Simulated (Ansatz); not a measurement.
**SnH₆O (built from SMILES O.[SnH4]): a reaction path by the nudged elastic band**

Method: PBE0-D4/def2-SVP; program: Ansatz 0.2.0, Gaussian basis.

### Step 1. The starting structure

The first end: 8 atoms, charge 0, spin multiplicity 1.

Atoms are counted from 1 here; the program's logs count them from 0.

Bond lengths: Sn1–H2 1.704 Å, Sn1–H3 1.699 Å, Sn1–H4 1.715 Å, Sn1–H5 1.704 Å, H6–O7 0.960 Å, O7–H8 0.960 Å. Angles: H2–Sn1–H3 111.4°, H2–Sn1–H4 107.5°, H2–Sn1–H5 110.7°, H3–Sn1–H4 108.3°, H3–Sn1–H5 111.3°, H4–Sn1–H5 107.5°, H6–O7–H8 105.4°.

As a file:

```
Sn   -1.1521    0.2816   -0.4036
H    -1.1481   -0.0425    1.2695
H    -0.8374   -1.1217   -1.3082
H    -2.7181    0.8475   -0.8144
H    -0.0455    1.5225   -0.7783
H     1.7778   -0.7899    1.3844
O     1.7327   -0.6819    0.4314
H     2.3906   -0.0155    0.2194
```

The second end:

```xyz
8
charge 0, multiplicity 1
Sn   -0.5781   -0.1758   -1.1796
H     0.3405    0.7617    3.1771
H    -0.4402   -1.4879   -2.2654
H    -2.0085   -0.2243   -0.2662
H    -0.3551    1.3131   -1.9879
H     0.4933    0.4789    2.5005
O     0.8294   -0.3558    0.1894
H     1.7186   -0.3097   -0.1678
```

### Step 2. The band at PBE0-D4/def2-SVP

neb/in.yaml reads:

```yaml
crystal:
  periodic: [false, false, false]
  atoms:
    - {symbol: Sn, position_ang: [-1.152069, 0.281610, -0.403621]}
    - {symbol: H, position_ang: [-1.148080, -0.042463, 1.269525]}
    - {symbol: H, position_ang: [-0.837358, -1.121723, -1.308236]}
    - {symbol: H, position_ang: [-2.718101, 0.847537, -0.814386]}
    - {symbol: H, position_ang: [-0.045469, 1.522522, -0.778327]}
    - {symbol: H, position_ang: [1.777788, -0.789933, 1.384380]}
    - {symbol: O, position_ang: [1.732687, -0.681937, 0.431369]}
    - {symbol: H, position_ang: [2.390602, -0.015513, 0.219394]}
basis:
  gaussian: {orbitals: def2-SVP}
hamiltonian: {xc: pbe0, dispersion: d4}
neb:
  images: 5
  climbing: true
  max_iterations: 40
  initial_path: idpp
  final_atoms:
    - {symbol: Sn, position_ang: [-0.578108, -0.175767, -1.179550]}
    - {symbol: H, position_ang: [0.340500, 0.761656, 3.177069]}
    - {symbol: H, position_ang: [-0.440220, -1.487938, -2.265407]}
    - {symbol: H, position_ang: [-2.008459, -0.224289, -0.266179]}
    - {symbol: H, position_ang: [-0.355053, 1.313062, -1.987894]}
    - {symbol: H, position_ang: [0.493306, 0.478893, 2.500484]}
    - {symbol: O, position_ang: [0.829414, -0.355789, 0.189360]}
    - {symbol: H, position_ang: [1.718621, -0.309727, -0.167786]}
```

On the command line:

```
$ ansatz run in.yaml --threads 2 --pin off --events-out ev --progress --plain --max-ram 4352MiB
```

**Question.** How long does this run take on 2 threads of Arm Neoverse N1, shared host?

About 7.9 min.
